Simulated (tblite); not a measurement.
# C12H26CsO6Si: the cost of one run

Programs: tblite 0.8.0 and PySCF 2.14.0, with routines of our own; each step states its level. All values are computed. Atoms count from 0.

## (1) The starting structure

46 atoms, charge 1, multiplicity 1; geometry from: force field, distance geometry or constructed start.

## (2) Relaxing the molecule with GFN2-xTB

Job settings and geometry (Å):

```
{"job": {"kind": "relax", "xc": "GFN2-xTB", "basis": "xTB"}, "charge": 1, "multiplicity": 1}
C      3.899100     0.130900    -2.481300
Si     3.046700     0.080100    -0.804800
C      4.413500     0.037100     0.501100
O      2.042800     1.408700    -0.651100
C      2.221500     2.328000     0.428600
C      1.108300     3.384400     0.383400
O     -0.072100     2.951300     1.060700
C     -0.895300     2.106100     0.263500
C     -2.122100     1.696900     1.073500
O     -2.973600     0.867500     0.283300
C     -4.012900     0.272600     1.058800
C     -4.689700    -0.844500     0.262700
O     -3.843600    -1.995500     0.210800
C     -3.038600    -2.042300    -0.986400
C     -1.766300    -2.828700    -0.706200
O     -0.790400    -1.958200    -0.124200
C      0.382100    -2.658900     0.295400
C      1.500900    -1.654100     0.552100
O      2.100500    -1.293800    -0.693600
Cs    -0.068800    -0.597200     2.703300
H      4.506900     1.036600    -2.569400
H      3.149100     0.142200    -3.281500
H      4.541500    -0.736600    -2.608800
H      5.034200    -0.849300     0.364600
H      5.044900     0.928600     0.422500
H      3.980900     0.005500     1.511500
H      2.199600     1.809600     1.389000
H      3.188200     2.832500     0.298600
H      1.457400     4.268600     0.931300
H      0.873400     3.693500    -0.634800
H     -0.355600     1.201700    -0.040900
H     -1.211600     2.633300    -0.646300
H     -1.796500     1.167600     1.973400
H     -2.677300     2.586700     1.399500
H     -3.590800    -0.143000     1.980100
H     -4.740500     1.052900     1.307900
H     -4.972600    -0.515400    -0.748100
H     -5.594200    -1.148000     0.788500
H     -3.634800    -2.556700    -1.747700
H     -2.795000    -1.034000    -1.338900
H     -1.360100    -3.219600    -1.645700
H     -1.957300    -3.671500    -0.018200
H      0.143000    -3.191500     1.216600
H      0.692000    -3.380100    -0.475500
H      2.265800    -2.115900     1.183900
H      1.093700    -0.766400     1.059500
```

Run with:

```console
$ OMP_NUM_THREADS=2 python large_run.py task.json out
```

One launch serves the whole session: the jobs run in the order shown.

Q: Estimate the wall time and peak memory of this first job on 2 threads of Arm Neoverse N1, shared host.

About 21 s, with a peak of 0.19 GiB.
